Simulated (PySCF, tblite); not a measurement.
# C₇H₅O₃P: geometry, infrared bands and NMR shifts

Wanted: the infrared bands and NMR shifts of C₇H₅O₃P (`C#Cc1cpc(C(=O)OC)o1`), by calculation.

Computed with tblite 0.8.0 and PySCF 2.14.0, with density-fitted response routines of our own, on a single molecule in the gas phase. Atoms count from 0, in the outputs and in this text.

## 1. The starting structure

16 atoms, charge 0, multiplicity 1; geometry from: force field or distance geometry start.

Bonds of the start (Å): C0–C1 1.19, C1–C2 1.43, C2–C3 1.38, C3–P4 1.85, P4–C5 1.86, C5–C6 1.45, C6–O7 1.23, C6–O8 1.36, O8–C9 1.42, C5–O10 1.38, O10–C2 1.35, C0–H11 1.07, C3–H12 1.08, C9–H13 1.09, C9–H14 1.09, C9–H15 1.09.

## 2. Optimising the geometry with GFN2-xTB

Job settings and geometry (Å):

```
{"job": {"kind": "relax", "xc": "GFN2-xTB", "basis": "xTB"}, "charge": 0, "multiplicity": 1}
C     -3.737600     1.573200     0.776600
C     -2.958200     0.772500     0.368200
C     -2.006700    -0.189700    -0.090400
C     -2.248300    -1.396800    -0.719300
P     -0.708300    -2.325200    -1.151200
C      0.124800    -0.839100    -0.403600
C      1.564600    -0.663300    -0.303100
O      2.422000    -1.452900    -0.685500
O      1.858600     0.522000     0.305900
C      3.245200     0.782900     0.454100
O     -0.709700     0.141400     0.084100
H     -4.448300     2.293600     1.135600
H     -3.221700    -1.826200    -0.924100
H      3.369100     1.753600     0.937800
H      3.714900     0.029400     1.080600
H      3.732000     0.833500    -0.517900
```

Launch:

```console
OMP_NUM_THREADS=1 python probes_run.py task.json out
```

The driver reads the jobs from task.json and runs them one after another.

**Question.** This job is followed by: GFN2-xTB harmonic vibrations, gas phase; GIAO PBE0/pcSseg-1 NMR shielding, non-relativistic, gas phase. Predict these results of the whole session: strongest single infrared mode (GFN2-xTB); zero-point energy (GFN2-xTB); ¹³C shifts against TMS (PBE0/pcSseg-1); ¹H shifts against TMS (PBE0/pcSseg-1, means over atoms taken as alike); ³¹P shifts against H3PO4 (PBE0/pcSseg-1); ¹⁷O shifts against H2O (PBE0/pcSseg-1).

As calculated:

| quantity | value |
| --- | --- |
| strongest single infrared mode (GFN2-xTB) | 1311 cm⁻¹, 519 km/mol |
| zero-point energy (GFN2-xTB) | 64.1 kcal/mol |
| ¹³C shifts against TMS (PBE0/pcSseg-1) | 192.1, 167.4, 150.9, 148.0, 93.4, 78.6, 53.8 ppm |
| ¹H shifts against TMS (PBE0/pcSseg-1, means over atoms taken as alike) | 7.96, 4.09, 3.14 ppm |
| ³¹P shifts against H3PO4 (PBE0/pcSseg-1) | 193.6 ppm |
| ¹⁷O shifts against H2O (PBE0/pcSseg-1) | 410.6, 362.9, 178.6 ppm |

Relaxing lowered the energy by 0.480 eV in 42 steps; the close pair that moved most is P4–C5, from 1.860 to 1.731 Å. All 42 modes are real, so the xTB geometry is a minimum. The strongest single mode, at 1311 cm⁻¹, has its largest shares on C5, C6 and C2 (the list is cut at 3 atoms). Unscaled tight-binding wavenumbers are off by several per cent, some by more. Its intensities can rank the bands wrongly. NICS(1)zz of -24 ppm above the planar ring from C2 marks a diatropic (aromatic) ring current.
